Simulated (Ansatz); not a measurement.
# SnH4S2: small, medium and large basis sets

The task here is to estimate one member of a computed series from the others.

Computed with Ansatz 0.2.0, Gaussian basis. Level: one geometry, several basis sets.

Levels to be run: PBE0-D4/def2-SVP; ωB97M-V/def2-SVP; PBE0-D4/def2-QZVPP; ωB97M-V/def2-QZVPP; the functionals' def2-TZVPP values are taken from earlier runs.

## The geometry

The geometry comes from an earlier relaxation with PBE0-D4 in a triple-zeta def2 set; it is a stationary point, not always the lowest conformer. Sn takes the def2 core potential; no spin-orbit term is included.

SMILES `[SH][SnH2][SH]`, 7 atoms, charge 0, spin multiplicity 1.

Atoms are counted from 1 here; the program's logs count them from 0.

Bond lengths: S1–Sn2 2.402 Å, S1–H4 1.343 Å, Sn2–S3 2.401 Å, Sn2–H5 1.704 Å, Sn2–H6 1.698 Å, S3–H7 1.343 Å. Angles: Sn2–S1–H4 93.4°, S1–Sn2–S3 112.1°, S1–Sn2–H5 108.3°, S1–Sn2–H6 106.7°, S3–Sn2–H5 109.0°, S3–Sn2–H6 105.8°, H5–Sn2–H6 115.1°, Sn2–S3–H7 93.6°.

Set-up of the first run:

in.yaml reads:

```yaml
crystal:
  periodic: [false, false, false]
  atoms:
    - {symbol: S, position_ang: [-2.022056, -0.487712, -0.519463]}
    - {symbol: Sn, position_ang: [-0.051869, 0.562225, 0.366241]}
    - {symbol: S, position_ang: [1.578461, -1.043617, 1.094429]}
    - {symbol: H, position_ang: [-1.480012, -0.658511, -1.736430]}
    - {symbol: H, position_ang: [0.631763, 1.532413, -0.856509]}
    - {symbol: H, position_ang: [-0.532572, 1.398949, 1.763747]}
    - {symbol: H, position_ang: [1.937484, -1.371847, -0.157615]}
basis:
  gaussian: {orbitals: def2-SVP}
hamiltonian: {xc: pbe0, dispersion: d4}
output: {orbitals: {seedname: orbitals}}
```

Among the steps run: PBE0-D4 in def2-SVP; ωB97M-V in def2-SVP; PBE0-D4 in def2-QZVPP; ωB97M-V in def2-QZVPP.

One of the session's tables, all rows but one given; the rest of the session is left out.

It belongs to the step «Density functionals: the series». 

| functional | basis | HOMO (eV) |
| --- | --- | --- |
| PBE0-D4 | def2-SVP | -7.19 |
| PBE0-D4 | def2-TZVPP | -7.34 |
| PBE0-D4 | def2-QZVPP | -7.38 |
| ωB97M-V | def2-SVP | -9.30 |
| ωB97M-V | def2-TZVPP | -9.49 |
| ωB97M-V | def2-QZVPP | ? |

Estimate the missing values for ωB97M-V, def2-QZVPP.

As computed: HOMO (eV): -9.53. In the column «HOMO (eV)» it is the lowest.
